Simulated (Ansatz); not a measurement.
**CH6O2SSi: ladder of methods at one geometry**

How do the methods compare on CH6O2SSi, in result and in cost? Wanted for CH6O2SSi: a ladder of methods at one geometry. SMILES: OC[SiH](O)S.

Computed with Ansatz 0.2.0, driven from Python. The levels of theory stand in the script.

**1. Starting point**

Bond lengths: O1–C2 1.391 Å, C2–Si3 1.863 Å, Si3–O4 1.762 Å, Si3–S5 2.146 Å, O1–H6 1.000 Å, C2–H7 1.066 Å, C2–H8 1.093 Å, Si3–H9 1.485 Å, O4–H10 0.955 Å, S5–H11 1.320 Å. Angles (14 of 15 angles, heavy atoms first): O1–C2–Si3 115.5°, C2–Si3–O4 113.4°, C2–Si3–S5 108.9°, O4–Si3–S5 104.4°, O1–C2–H7 109.6°, O1–C2–H8 105.5°, Si3–C2–H7 108.7°, Si3–C2–H8 107.9°, C2–O1–H6 110.3°, C2–Si3–H9 112.0°, O4–Si3–H9 106.8°, S5–Si3–H9 111.0°, Si3–O4–H10 110.3°, Si3–S5–H11 95.3°.

The script reads ch6o2ssi.xyz:

```xyz
11

O    -1.08240    1.64210    0.34450
C    -1.02260    0.32110    0.77510
Si    0.38810   -0.68260    0.08760
O     1.97240    0.00660    0.43290
S     0.26160   -0.68350   -2.05510
H    -1.31380    1.68080   -0.62710
H    -1.93760   -0.17270    0.54210
H    -0.90110    0.37270    1.86060
H     0.39710   -2.06840    0.62080
H     1.96380    0.94950    0.27890
H     1.33990   -1.42260   -2.23960
```

**2. The code**

Contents of methods_ch6o2ssi.py:

```python
# -*- coding: utf-8 -*-
"""CH6O2SSi at several levels of theory."""

from pathlib import Path
import warnings

import ansatz as az
import numpy as np

config = {
    "basis": "cc-pVDZ",
}

warnings.simplefilter("ignore", az.DeckWarning)

geometry = az.Crystal.molecule_from_extxyz("ch6o2ssi.xyz")

job = geometry.calculation().basis(gaussian=config["basis"])

print("functional    E (Ha)        dipole (D)   HOMO (eV)  LUMO (eV)")
for name in ["blyp", "hf", "cam_b3lyp", "hse06"]:
    summary = job.functional(name).forces().orbitals().run(runs_dir="runs").report
    lines = Path(summary["orbitals_path"]).read_text().splitlines()
    field_of = lambda key: [line.split("=")[1].strip() for line in lines if line.startswith(key)]
    orbitals = [(27.211386 * float(e), s, float(n)) for e, s, n in zip(field_of("Ene="), field_of("Spin="), field_of("Occup="))]
    homo = max(e for e, _, n in orbitals if n > 0.5)
    lumo = min(e for e, _, n in orbitals if n < 0.5)
    dipole = 4.803205 * np.linalg.norm(summary["charge_distribution"]["dipole_moment_e_ang"])
    print(f"{name:10s} {summary['free_energy_ev'] / 27.211386246:14.6f} {dipole:9.3f} {homo:11.3f} {lumo:10.3f}")
```

**3. Running it**

On the command line:

```sh
> python methods_ch6o2ssi.py
```

The log of the run:

```text
functional    E (Ha)        dipole (D)   HOMO (eV)  LUMO (eV)
blyp          -879.829469     0.988      -5.607     -0.455
hf            -877.612226     1.284     -10.374      3.684
cam_b3lyp     -879.839465     1.056      -8.641      1.400
hse06         -879.413718     1.027      -6.911      0.012
```

It took 21 s on 1 thread of Arm Neoverse V1, shared host; peak memory 0.34 GiB.

**4. The runs side by side**

One row for each of the 4 runs:

```csv
run,functional,energy (eV),SCF cycles,CPU time (s)
1,blyp,-23941.3795,17,4.1
2,hf,-23881.0453,13,2.6
3,cam_b3lyp,-23941.6515,19,6.7
4,hse06,-23930.0664,19,6.9
```

Totals under unlike functionals or potentials can't be compared directly.

The fields below are those of run 1.

**5. The molecule's orbitals and density**

The fields below are evaluated on a grid from the run's orbitals.

Frontier orbitals at BLYP/cc-pVDZ, with the share of their density that lies nearest to each atom:

```csv
orbital,energy (eV),lies on
HOMO-1,-5.85,S5 66 %; O4 11 %; H11 8 %
HOMO,-5.61,O1 46 %; C2 12 %; O4 10 %
LUMO,-0.46,"H6, H11 about 24 % each; S5 18 %; O1 10 %"
```

ELF in a plane through or near 3 of the atoms.

Values, 10 rows by 14 columns:
```
0.00 0.00 0.00 0.00 0.00 0.00 0.00 0.00 0.00 0.00 0.00 0.00 0.00 0.00
0.00 0.00 0.00 0.00 0.00 0.05 0.03 0.00 0.00 0.00 0.00 0.00 0.00 0.00
0.00 0.00 0.00 0.01 0.46 0.75 0.56 0.10 0.00 0.00 0.00 0.00 0.00 0.00
0.00 0.00 0.00 0.05 0.80 0.56 0.76 0.17 0.00 0.01 0.00 0.00 0.00 0.00
0.00 0.00 0.00 0.00 0.35 0.63 0.43 0.07 0.16 0.38 0.24 0.01 0.00 0.00
0.00 0.00 0.04 0.15 0.12 0.22 0.19 0.04 0.68 0.77 0.89 0.32 0.00 0.00
0.00 0.00 0.24 0.58 0.70 0.88 0.65 0.02 0.79 0.90 0.51 0.11 0.00 0.00
0.00 0.00 0.04 0.16 0.77 0.92 0.77 0.04 0.63 0.84 0.06 0.00 0.00 0.00
0.00 0.00 0.00 0.05 0.53 0.76 0.47 0.03 0.00 0.02 0.00 0.00 0.00 0.00
0.00 0.00 0.00 0.00 0.04 0.10 0.02 0.00 0.00 0.00 0.00 0.00 0.00 0.00
```
The map spans 10.7 Å across and 8.3 Å up, centred on the molecule. Atoms in the plane (x, y in Å): O1 (1.8, -0.3), O4 (-1.2, 1.5), H6 (1.5, -1.3).

On the surface of density 0.002 e/bohr³ the electrostatic potential runs, from the 1st to the 99th percentile, from -1.34 V near O4 to 1.91 V near H6.

**6. Results**

| quantity | value |
| --- | --- |
| runs compared | 4 |
| HOMO-LUMO gap of the mean field (BLYP/cc-pVDZ) | 5.15 eV |

What this shows: All 4 runs converged, in 13 to 19 cycles. Reading the output:
- The geometry is a force-field or estimated start, not a minimum of this method, and the basis set is short of its limit. A lower total doesn't mark the better method: functionals have no common bound, and MP2 and coupled cluster aren't variational.
- Levels such as HOMO and LUMO are orbital energies: with these approximate functionals they aren't the ionisation energy and electron affinity, and their gap isn't the fundamental gap.
- For Al to Cl the sets with a tight d function, cc-pV(X+d)Z, are usual.
- hse06 follows the composition of plane-wave codes, whose totals differ by tens of mHa, up to about 0.1 Ha, from the form usual in Gaussian-basis programs (wpbeh).
